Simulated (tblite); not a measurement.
# C26H16F6Se4: the cost of one run

Computed with tblite 0.8.0 and PySCF 2.14.0 and routines of our own; the level stands in each step. Atoms count from 0.

### 1 The starting structure

52 atoms, charge 0, multiplicity 1; geometry from: force field, distance geometry or constructed start.

### 2 Relaxing the molecule with GFN2-xTB

Job settings and geometry (Å):

```
{"job": {"kind": "relax", "xc": "GFN2-xTB", "basis": "xTB"}, "charge": 0, "multiplicity": 1}
F    -13.382400    -0.557900    -1.716200
C    -12.813000    -1.057600    -0.596200
F    -13.302600    -0.338100     0.495400
F    -13.254200    -2.347800    -0.422700
C    -11.338400    -0.948000    -0.528600
C    -10.558400    -1.592700    -1.383800
C     -9.100900    -1.386500    -1.213300
C     -8.113700    -1.944700    -1.961800
C     -6.827300    -1.689300    -1.712900
C     -6.458400    -0.871900    -0.714800
C     -5.081100    -0.509600    -0.344900
C     -4.939000     0.313500     0.676000
C     -3.560600     0.669300     1.042500
C     -3.167500     1.495300     2.043900
C     -1.886400     1.747600     2.280800
C     -0.906600     1.190500     1.542200
C      0.548600     1.383100     1.692500
C      1.319000     0.743500     0.855700
C      2.799600     0.846100     0.896200
C      3.528500     1.574000     1.763600
C      4.859600     1.591200     1.704100
C      5.511900     0.860500     0.757100
C      6.975100     0.773200     0.567800
C      7.414400     0.010900    -0.405000
C      8.854300    -0.153600    -0.698300
C      9.888700     0.420500    -0.036000
C     11.152300     0.190900    -0.401100
C     11.445200    -0.633700    -1.441900
C     12.786800    -1.006800    -1.986400
F     13.793200    -0.168000    -1.566700
F     13.102300    -2.322800    -1.715500
F     12.688300    -0.883800    -3.377500
Se     9.573900    -1.173200    -2.010100
Se     3.951000     0.043800    -0.164500
Se    -1.840800     0.038600     0.148800
Se    -8.159200    -0.241800     0.159800
H    -10.869200    -0.310700     0.229900
H    -10.968800    -2.216500    -2.141600
H     -8.414400    -2.641800    -2.807100
H     -6.028000    -2.164000    -2.355900
H     -4.214000    -0.891600    -0.863200
H     -5.791800     0.684100     1.195300
H     -3.974300     1.970400     2.679400
H     -1.579200     2.437600     3.128700
H      0.958900     2.012300     2.454900
H      0.869300     0.126800     0.103800
H      2.987900     2.182500     2.550600
H      5.471100     2.200500     2.431000
H      7.665600     1.308000     1.193800
H      6.715500    -0.516100    -1.024400
H      9.654900     1.100000     0.833200
H     12.023000     0.671500     0.150100
```

On the command line:

```sh
> OMP_NUM_THREADS=4 python large_run.py task.json out
```

This one command runs all jobs of the session in turn.

**Question.** How long does this first job take on 4 threads of Intel Xeon Platinum 8259CL at 2.50GHz, shared host, and how much memory does it need?

About 35 s, with a peak of 0.19 GiB.
